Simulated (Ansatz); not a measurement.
# CH₄BrFSn: a ladder of functionals and wavefunction methods

An exercise on one series of results from a longer session: the logs are not shown, and one member is left open.

Computed with Ansatz 0.2.0, Gaussian basis. Level: functionals in def2-TZVPP, the program's frozen cores in correlated methods.

Levels to be run: LDA (SPW92), PBE-D4, revPBE-D4, BLYP-D4, r2SCAN-D4, B97M-V, PBE0-D4, B3LYP-D4, r2SCANh-D4, r2SCAN0-D4, HSE06-D4, BHLYP-D4, CAM-B3LYP-D4, LC-ωPBE, ωB97X-V, ωB97M-V, B2PLYP, PBE-QIDH; CCSD(T)/def2-SVP; CCSD(T)/def2-TZVPP; MP2/def2-QZVPP; extrapolation to the limit; RPA on PBE.

**The geometry**

All runs share one geometry, relaxed beforehand with PBE0-D4 in a triple-zeta def2 set. Sn takes the def2 core potential; no spin-orbit term is included.

SMILES `[CH3][SnH]([F])[Br]`, 8 atoms, charge 0, spin multiplicity 1.

Atoms are counted from 1 here; the program's logs count them from 0.

Bond lengths: C1–Sn2 2.115 Å, C1–H5 1.089 Å, C1–H6 1.090 Å, C1–H7 1.089 Å, Sn2–F3 1.920 Å, Sn2–Br4 2.469 Å, Sn2–H8 1.700 Å. Angles: Sn2–C1–H5 108.1°, Sn2–C1–H6 109.4°, Sn2–C1–H7 109.8°, H5–C1–H6 109.8°, H5–C1–H7 109.7°, H6–C1–H7 110.0°, C1–Sn2–F3 105.6°, C1–Sn2–Br4 109.6°, C1–Sn2–H8 121.8°, F3–Sn2–Br4 104.9°, F3–Sn2–H8 105.1°, Br4–Sn2–H8 108.5°.

As a file:

```tsv
atom	x (Å)	y (Å)	z (Å)
C1	-0.2654	1.1542	0.1878
Sn2	0.3049	-0.8159	-0.3302
F3	1.7892	-1.2419	0.8114
Br4	-1.4773	-2.3922	0.3287
H5	-0.4995	1.1699	1.2513
H6	0.5590	1.8359	-0.0197
H7	-1.1438	1.4464	-0.3864
H8	0.8250	-1.2139	-1.8987
```

The first run:

The input, in.yaml:

```yaml
crystal:
  periodic: [false, false, false]
  atoms:
    - {symbol: C, position_ang: [-0.265366, 1.154162, 0.187797]}
    - {symbol: Sn, position_ang: [0.304894, -0.815907, -0.330174]}
    - {symbol: F, position_ang: [1.789158, -1.241891, 0.811353]}
    - {symbol: Br, position_ang: [-1.477335, -2.392184, 0.328658]}
    - {symbol: H, position_ang: [-0.499509, 1.169930, 1.251254]}
    - {symbol: H, position_ang: [0.559011, 1.835941, -0.019695]}
    - {symbol: H, position_ang: [-1.143794, 1.446431, -0.386438]}
    - {symbol: H, position_ang: [0.825041, -1.213881, -1.898654]}
basis:
  gaussian: {orbitals: def2-TZVPP}
hamiltonian: {xc: lda}
output: {orbitals: {seedname: orbitals}}
```

Among the steps run: LDA; PBE-D4 (GGA); revPBE-D4 (GGA); BLYP-D4 (GGA); r2SCAN-D4 (meta-GGA); B97M-V (meta-GGA); PBE0-D4 (hybrid); B3LYP-D4 (hybrid); r2SCANh-D4 (hybrid); r2SCAN0-D4 (hybrid); HSE06-D4 (hybrid); BHLYP-D4 (hybrid); CAM-B3LYP-D4 (range-separated); LC-ωPBE-D4 (range-separated; the results give it without D4); ωB97X-V (range-separated); ωB97M-V (range-separated); B2PLYP (double hybrid); PBE-QIDH (double hybrid).

One table of the session follows, with a row left open; its other results are not shown here.

It belongs to the step «Orbital energies across the functionals». 

| functional | HOMO (eV) | gap (eV) |
| --- | --- | --- |
| LDA (SPW92) | -7.22 | 4.95 |
| PBE-D4 | -7.08 | 5.08 |
| revPBE-D4 | -7.02 | 5.13 |
| BLYP-D4 | -6.91 | 4.95 |
| r2SCAN-D4 | -7.41 | 5.68 |
| B97M-V | -7.49 | 5.80 |
| PBE0-D4 | -8.35 | 7.29 |
| B3LYP-D4 | ? | ? |
| r2SCANh-D4 | -7.87 | 6.48 |
| r2SCAN0-D4 | -8.57 | 7.67 |
| HSE06-D4 | -7.96 | 6.52 |
| BHLYP-D4 | -9.47 | 9.34 |
| CAM-B3LYP-D4 | -9.67 | 9.57 |
| LC-ωPBE | -11.05 | 12.22 |
| ωB97X-V | -10.69 | 11.73 |
| ωB97M-V | -10.55 | 11.40 |

Q: Estimate the row for B3LYP-D4 from the others.

Worked estimate for «HOMO (eV)». Against the share of exact exchange, BLYP-D4 (0, -6.91), BHLYP-D4 (0.5, -9.47) give a slope of -5.12 per unit share; at 0.2 the line stands at -7.93.

The run gave: HOMO (eV): -8.09; gap (eV): 6.71. In «HOMO (eV)» the line misses by +0.16.
